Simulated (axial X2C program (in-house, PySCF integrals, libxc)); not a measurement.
**Ge₂⁺: properties at the nuclei**

Wanted for Ge₂⁺: properties at the nuclei, at the two-component level.

Computed with an in-house X2C program for linear molecules on PySCF integrals. Level: two-component X2C with atomic mean-field terms, Ge dyall-cv3z.

All values are calculated.

### 1 The job

task.json

```json
{"zs": [32, 32], "q": 1, "bas": ["dyall-cv3z", "dyall-cv3z"], "r0": 2.42, "levels": ["PBE0", "HF", "B3LYP", "TPSSh", "BHandHLYP"], "nst": 3}
```

Keys: zs atomic numbers; q charge; bas basis sets; r0 starting distance in Å; levels methods (HF also brings MP2); nst determinants followed.

Run with:

```bash
> python soeom.py task.json out
```

Nuclei are Gaussian, cores are contracted, and the Gaunt term is on.

### 2 Expectation values, lowest determinant

R = 2.412 Å. State: Ω = 3/2 (excess of +ω over −ω: ω = 3/2).

Output of the PBE0 run:

```text
two-component X2C + atomic mean field  PBE0
basis functions 216  fitting functions 1230  grid points 5800
iter        total energy     max residual
   1      -4195.505144268     6.60e-01
   2      -4195.546092223     1.72e-03
   3      -4195.546099894     6.87e-04
   4      -4195.546105561     2.31e-04
   5      -4195.546105812     1.06e-04
   6      -4195.546105938     2.46e-05
   7      -4195.546105943     7.90e-06
converged
one-electron -6275.00564019  Coulomb 2015.86822778  exact exchange -39.18353020  xc functional -120.44141322  nuclear repulsion 224.65898175  atomic mean-field constant -1.44273188
```

The highest occupied spinor is 94% Ge p, 5% Ge d.

```csv
level,A∥/gI Ge (MHz),qzz Ge (a.u.)
PBE0,-23.7,-1.32
HF,-139,-1.53
B3LYP,28.3,-1.29
TPSSh,5.92,-1.27
BHandHLYP,5.53,-1.37
```

A∥ is the parallel hyperfine constant, which follows by multiplying with the nuclear g factor gI = μI/(I μN); qzz is the electric field gradient, eQq0 = 234.96 MHz × Q/barn × qzz. The operators were transformed with the bare-nucleus X2C matrices.

### 3 Expectation values, a higher determinant

R = 2.412 Å. State: Ω = 1/2 (excess of +ω over −ω: 2 × ω = -1/2, ω = 3/2), 0.43 eV above the lowest in the PBE0 search for states (made at or near this distance, with looser thresholds).

Output of the PBE0 run:

```text
two-component X2C + atomic mean field  PBE0
basis functions 216  fitting functions 1230  grid points 5800
iter        total energy     max residual
   1      -4195.489436406     6.79e-01
   2      -4195.530280457     1.56e-03
   3      -4195.530288454     6.77e-04
   4      -4195.530293300     2.28e-04
   5      -4195.530293622     9.36e-05
   6      -4195.530293738     2.14e-05
   7      -4195.530293743     6.47e-06
converged
one-electron -6274.87695500  Coulomb 2015.74033880  exact exchange -39.17958539  xc functional -120.43034203  nuclear repulsion 224.65898175  atomic mean-field constant -1.44273188
```

The highest occupied spinor is 94% Ge p, 6% Ge d.

```csv
level,A∥/gI Ge (MHz),qzz Ge (a.u.)
PBE0,-905,-1.45
HF,-595,-1.79
B3LYP,-897,-1.37
TPSSh,-917,-1.41
BHandHLYP,-767,-1.47
```

### 4 Expectation values, a higher determinant

R = 2.412 Å. State: Ω = 1/2 (excess of +ω over −ω: ω = 1/2), 0.63 eV above the lowest in the PBE0 search for states (made at or near this distance, with looser thresholds).

Output of the PBE0 run:

```text
two-component X2C + atomic mean field  PBE0
basis functions 216  fitting functions 1230  grid points 5800
iter        total energy     max residual
   1      -4195.480694280     6.64e-01
   2      -4195.522275603     1.50e-03
   3      -4195.522283074     7.33e-04
   4      -4195.522287384     2.56e-04
   5      -4195.522287840     5.70e-05
   6      -4195.522287888     1.76e-05
   7      -4195.522287892     4.68e-06
converged
one-electron -6275.62611699  Coulomb 2016.52035461  exact exchange -39.18458350  xc functional -120.44819188  nuclear repulsion 224.65898175  atomic mean-field constant -1.44273188
```

The highest occupied spinor is 86% Ge p, 13% Ge s.

```csv
level,A∥/gI Ge (MHz),qzz Ge (a.u.)
PBE0,820,-5.74
HF,942,-5.59
B3LYP,799,-5.79
TPSSh,816,-5.73
BHandHLYP,760,-5.81
```

### 5 Outcome

| quantity | value |
| --- | --- |
| lowest determinant | Ω = 3/2 (excess of +ω over −ω: ω = 3/2) |
| A∥/gI Ge (MHz), PBE0 | -23.7 |
| qzz Ge (a.u.), PBE0 | -1.32 |
| higher determinant | Ω = 1/2 (excess of +ω over −ω: 2 × ω = -1/2, ω = 3/2) |
| A∥/gI Ge (MHz), PBE0, higher determinant | -905 |
| qzz Ge (a.u.), PBE0, higher determinant | -1.45 |
| higher determinant | Ω = 1/2 (excess of +ω over −ω: ω = 1/2) |
| A∥/gI Ge (MHz), PBE0, higher determinant | 820 |
| qzz Ge (a.u.), PBE0, higher determinant | -5.74 |

What this shows: The expectation values come from single determinants, which for open shells can mix terms of unlike spin or miss the lowest Ω, so a determinant need not be a state. A∥ is the parallel hyperfine constant, which follows by multiplying with the nuclear g factor gI = μI/(I μN); qzz is the electric field gradient, eQq0 = 234.96 MHz × Q/barn × qzz. The operators were transformed with the bare-nucleus X2C matrices.
